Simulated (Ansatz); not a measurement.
This script makes a convergence test of the plane-wave cutoff of Zr₃Tl, space group Pm-3m with Ansatz's Python interface.

The script, `ecut.py`:
```python
"""Cutoff test for Zr3Tl."""

import warnings

import ansatz as az
from ase import Atoms


def main() -> None:
    warnings.simplefilter("ignore", az.DeckWarning)

    atoms = Atoms(
        ["Zr", "Zr", "Zr", "Tl"],
        scaled_positions=[
            [0.0, 0.5, 0.5],
            [0.5, 0.0, 0.5],
            [0.5, 0.5, 0.0],
            [0.0, 0.0, 0.0],
        ],
        cell=[
            [4.47389973, 0.0, 0.0],
            [0.0, 4.47389973, 0.0],
            [0.0, 0.0, 4.47389973],
        ],
        pbc=True,
    )
    crystal = az.Crystal.from_ase(atoms)

    calc = (
        crystal.calculation()
        .occupations(az.OccupationsMethod.FERMI_DIRAC)  # the run then minimises F = E - TS
        .kpoints(spacing=0.29)  # the mesh must be finer for metals
        .scf(tolerance=1e-07)
        .functional("r2scan")
        .stress()
    )

    rows = []
    for value in [300, 375, 450, 525, 600]:
        rep = calc.basis(value).run(threads=1).report
        rows.append((value, rep["free_energy_ev"] / len(rep["lattice"]["sites"]), rep["n_iterations"], sum(rep["stress_gpa"][i][i] for i in range(3)) / 3, rep["n_pw"]))

    print(" cutoff (eV)   F/atom (eV)    iterations       P (GPa)   plane waves")
    for row in rows:
        print(f"{str(row[0]):>12s}  {row[1]:12.5f}  {row[2]:12d}  {row[3]:12.3f}  {row[4]:12d}")

    # the last row is the reference
    for row in rows[:-1]:
        shift = 1000 * (row[1] - rows[-1][1])
        print(f"{row[0]}: {shift:+.2f} meV/atom" + ("  (within 1 meV)" if abs(shift) < 1 else ""))


if __name__ == "__main__":
    main()
```

How fast does the energy converge with the cutoff (threshold 1 meV an atom)?

From 525 eV on it stays within 1 meV an atom of the value at 600 eV; the first row (300 eV) is off by 47.2 meV and the last but one by 0.91 meV. The energy falls steadily, as expected when plane waves are added. The pressure moves from 0.26 to 0.14 GPa (the program's stress holds a Pulay correction, so it settles early). The last run costs about 2.2 times the first.

The output:

```console
$ python ecut.py
 cutoff (eV)   F/atom (eV)    iterations       P (GPa)   plane waves
         300   -6011.04386             7         0.260          1021
         375   -6011.08287             7         0.147          1419
         450   -6011.08760             7         0.151          1935
         525   -6011.09010             7         0.144          2469
         600   -6011.09101             7         0.135          2945
300: +47.15 meV/atom
375: +8.15 meV/atom
450: +3.41 meV/atom
525: +0.91 meV/atom  (within 1 meV)
```

The mesh is modest for a metal, so energies can be off by several to tens of meV an atom and pressures by half a GPa or more; differences at equal mesh fare better. The program warned that this SCF threshold is loose for forces or stresses. Pressure is positive in compression. Spin-orbit coupling, which matters for elements this heavy, is left out. This cell is a computed structure, which may not be the phase found in nature. Shifts are counted from the last row, which is itself no proven limit. The script silences the warnings on its input, which a real study should read. Finished in 22 s on 1 thread of Arm Neoverse V1, with other jobs on the host, peak memory 0.66 GiB.

(Lines on the test bed's own set-up are left out of the output.)
